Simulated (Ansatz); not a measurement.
This script drives the Python package of Ansatz (0.2.0).

`bend_ch4bfs.py`:
```python
import ansatz as az
from ase import Atoms

BASIS = "def2-SVP"
XC = "pbe0"
FMAX = 0.02

atoms = Atoms(["C", "B", "F", "S", "H", "H", "H", "H"], positions=[
    (-0.0036, 0.9686, -0.1407),
    (0.4529, -0.492, -0.1085),
    (1.8129, -0.7687, 0.1578),
    (-0.6682, -1.8983, -0.4133),
    (0.134, 1.487, 0.8126),
    (0.4988, 1.5815, -0.9427),
    (-1.1117, 1.044, -0.3724),
    (-1.0229, -1.9792, 0.9514),
])

first = (
    az.Crystal.molecule_from_ase(atoms).calculation()
    .basis(gaussian=BASIS)
    .functional(XC)
    .relax(force_tolerance=FMAX, max_steps=80)
)
atoms.positions = first.run(threads=1).report["positions_ang"]

rows = []
for angle in [85, 95, 105, 115, 125, 140, 160]:
    bent = atoms.copy()
    bent.set_angle(1, 3, 7, angle, indices=[7])
    job = (
        az.Crystal.molecule_from_ase(bent).calculation()
        .basis(gaussian=BASIS)
        .functional(XC)
    )
    rows.append((angle, job.run(threads=1).report["free_energy_ev"]))
floor = min(e for _, e in rows)
for angle, e in rows:
    print(f"angle B1-S3-H7 = {angle:3d} deg   {1000 * (e - floor):9.1f} meV")
```

It is started by `python bend_ch4bfs.py`. How long does it take on 1 thread of Intel(R) Xeon(R) Platinum 8375C CPU @ 2.90GHz (Ice Lake), on a shared host, and how much memory does it need?

It took about 46 s, with a peak of 0.23 GiB, for 8 runs of the engine.

Output of `python bend_ch4bfs.py`:
```text
angle B1-S3-H7 =  85 deg        83.3 meV
angle B1-S3-H7 =  95 deg         0.0 meV
angle B1-S3-H7 = 105 deg        49.4 meV
angle B1-S3-H7 = 115 deg       217.8 meV
angle B1-S3-H7 = 125 deg       487.9 meV
angle B1-S3-H7 = 140 deg      1027.9 meV
angle B1-S3-H7 = 160 deg      1776.1 meV
```

The scan is rigid, and the energies are electronic, in a modest basis. The zero is the lowest point of the grid, which needn't be the minimum.

(Lines on the test bed's own set-up are left out of the output.)
